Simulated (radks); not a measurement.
**Spin polarisation of the 4d shell in Mo²⁺**

Aim: the energy gained and the exchange splitting as electrons of the 4d shell of Mo²⁺ are turned from spin down to spin up.

The numbers are computed with radks (a radial shooting solver on a logarithmic mesh, Libxc functionals) version 1 (scalar-relativistic Kohn-Sham, PBE, spin-polarised, spherical densities, finite nucleus), except any that are marked as measured or tabulated.

## (1) Starting point

```
element            : molybdenum (Z = 42)
charge             : +2
electrons          : 40
configuration      : [Kr] 4d(up 2, down 2)
nuclear rms radius : 4.4091 fm
```

A shell typed twice in an input gives spin up, then spin down.

## (2) No moment

Settings of this run:

```text
Z 42
configuration [Kr] 4d2 4d2
relativity scalar-relativistic
functional pbe,pbe
spin polarised
nucleus finite rms 4.4091 fm
c 137.035999084
```

## (3) moment 1 in 4d

Changes since step 2:

```diff
@@ -1,3 +1,3 @@
 Z 42
-configuration [Kr] 4d2 4d2
+configuration [Kr] 4d2.5 4d1.5
 relativity scalar-relativistic
```

## (4) moment 2 in 4d

Settings of this run:

```text
Z 42
configuration [Kr] 4d3 4d1
relativity scalar-relativistic
functional pbe,pbe
spin polarised
nucleus finite rms 4.4091 fm
c 137.035999084
```

## (5) moment 3 in 4d

Changes since step 4:

```diff
@@ -1,3 +1,3 @@
 Z 42
-configuration [Kr] 4d3 4d1
+configuration [Kr] 4d3.5 4d0.5
 relativity scalar-relativistic
```

## (6) moment 4 in 4d

Settings of this run:

```text
Z 42
configuration [Kr] 4d4 4d0
relativity scalar-relativistic
functional pbe,pbe
spin polarised
nucleus finite rms 4.4091 fm
c 137.035999084
```

Q: Predict the outcome of this session. Wanted: for each run, moment; E − E(0); ε(4d up); ε(4d down); splitting.

**Answer**, as computed:

| moment (μB) | E − E(0) (eV) | ε(4d up) (eV) | ε(4d down) (eV) | splitting (eV) |
| --- | --- | --- | --- | --- |
| 0 | 0.000 | -20.827 | -20.827 | 0.000 |
| 1 | -0.184 | -21.172 | -20.434 | 0.737 |
| 2 | -0.738 | -21.471 | -19.992 | 1.480 |
| 3 | -1.665 | -21.725 | -19.494 | 2.231 |
| 4 | -2.976 | -21.936 | -18.896 | 3.039 |

In words: At a moment of 4 μB the energy has fallen by 2.98 eV and the 4d levels split by 3.04 eV, 0.760 eV per μB. The Stoner form E = −I m²/4 would give I = 0.744 eV. The energy falls at every step.
